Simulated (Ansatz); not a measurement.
# CH₄InO₂ radical: one species, many methods

The task here is to estimate one member of a computed series from the others.

Program: Ansatz 0.2.0, Gaussian basis. Level of theory: functionals in def2-TZVPP, the program's frozen cores in correlated methods. These are calculated values, not measurements.

Levels to be run: LDA (SPW92), PBE-D4, revPBE-D4, BLYP-D4, r2SCAN-D4, B97M-V, PBE0-D4, B3LYP-D4, r2SCANh-D4, r2SCAN0-D4, HSE06-D4, BHLYP-D4, CAM-B3LYP-D4, LC-ωPBE, ωB97X-V, ωB97M-V, B2PLYP, PBE-QIDH; CCSD(T)/def2-SVP; CCSD(T)/def2-TZVPP; MP2/def2-QZVPP; extrapolation to the limit; RPA on PBE.

### The relaxed structure

All runs share one geometry, relaxed beforehand with PBE0-D4 in a triple-zeta def2 set. In takes the def2 core potential; no spin-orbit term is included.

8 atoms, charge 0, spin multiplicity 2.

Atoms are counted from 1 here; the program's logs count them from 0.

Bond lengths: C1–O2 1.397 Å, C1–H5 1.097 Å, C1–H6 1.098 Å, C1–H7 1.098 Å, O2–In3 2.019 Å, In3–O4 2.005 Å, O4–H8 0.964 Å. Angles: O2–C1–H5 108.0°, O2–C1–H6 112.9°, O2–C1–H7 112.9°, H5–C1–H6 107.3°, H5–C1–H7 107.3°, H6–C1–H7 108.0°, C1–O2–In3 127.6°, O2–In3–O4 111.1°, In3–O4–H8 109.7°.

The first run:

Contents of in.yaml:

```yaml
crystal:
  periodic: [false, false, false]
  atoms:
    - {symbol: C, position_ang: [-0.552458, 1.338807, 0.506459]}
    - {symbol: O, position_ang: [0.213226, 0.228739, 0.140344]}
    - {symbol: In, position_ang: [-0.424966, -1.474353, -0.737141]}
    - {symbol: O, position_ang: [1.096637, -2.743050, -1.043100]}
    - {symbol: H, position_ang: [0.118715, 2.081397, 0.954813]}
    - {symbol: H, position_ang: [-1.321634, 1.100070, 1.252681]}
    - {symbol: H, position_ang: [-1.046372, 1.818323, -0.348846]}
    - {symbol: H, position_ang: [1.916853, -2.349943, -0.725221]}
basis:
  gaussian: {orbitals: def2-TZVPP}
magnetization: {spin_polarized: true, initial_magnetization: 1}
hamiltonian: {xc: lda}
output: {orbitals: {seedname: orbitals}}
```

Command:

```bash
$ ansatz run in.yaml --threads 4 --pin off --events-out ev --progress --plain --max-ram 10444MiB
```

Among the steps run: LDA; PBE-D4 (GGA); revPBE-D4 (GGA); BLYP-D4 (GGA); r2SCAN-D4 (meta-GGA); B97M-V (meta-GGA); PBE0-D4 (hybrid); B3LYP-D4 (hybrid); r2SCANh-D4 (hybrid); r2SCAN0-D4 (hybrid); HSE06-D4 (hybrid); BHLYP-D4 (hybrid); CAM-B3LYP-D4 (range-separated); LC-ωPBE (range-separated); ωB97X-V (range-separated); ωB97M-V (range-separated); B2PLYP (double hybrid); PBE-QIDH (double hybrid).

One table of the session follows, with a row left open; its other results are not shown here.

It belongs to the step «Frontier levels by functional». 

| functional | HOMO (eV) | LUMO (eV) | gap (eV) |
| --- | --- | --- | --- |
| LDA (SPW92) | -5.54 | -4.87 | 0.67 |
| PBE-D4 | -5.38 | -4.52 | 0.86 |
| revPBE-D4 | -5.32 | -4.39 | 0.94 |
| BLYP-D4 | -5.26 | -4.54 | 0.72 |
| r2SCAN-D4 | -5.77 | -4.27 | 1.50 |
| B97M-V | -5.47 | -4.63 | 0.84 |
| PBE0-D4 | -6.54 | -3.69 | 2.85 |
| B3LYP-D4 | -6.34 | -4.09 | 2.25 |
| r2SCANh-D4 | ? | ? | ? |
| r2SCAN0-D4 | -6.86 | -3.52 | 3.33 |
| HSE06-D4 | -6.15 | -4.06 | 2.08 |
| BHLYP-D4 | -7.56 | -3.00 | 4.55 |
| CAM-B3LYP-D4 | -7.82 | -2.90 | 4.92 |
| LC-ωPBE | -9.07 | -1.46 | 7.61 |
| ωB97X-V | -8.66 | -1.84 | 6.82 |
| ωB97M-V | -8.66 | -2.06 | 6.60 |

**Question.** Estimate the row for r2SCANh-D4.

Worked estimate for «HOMO (eV)». Against the share of exact exchange, r2SCAN-D4 (0, -5.77), r2SCAN0-D4 (0.25, -6.86) give a slope of -4.36 per unit share; at 0.1 the line stands at -6.21.

As computed: HOMO (eV): -6.21; LUMO (eV): -3.97; gap (eV): 2.24. In «HOMO (eV)» the line misses by 0.00.
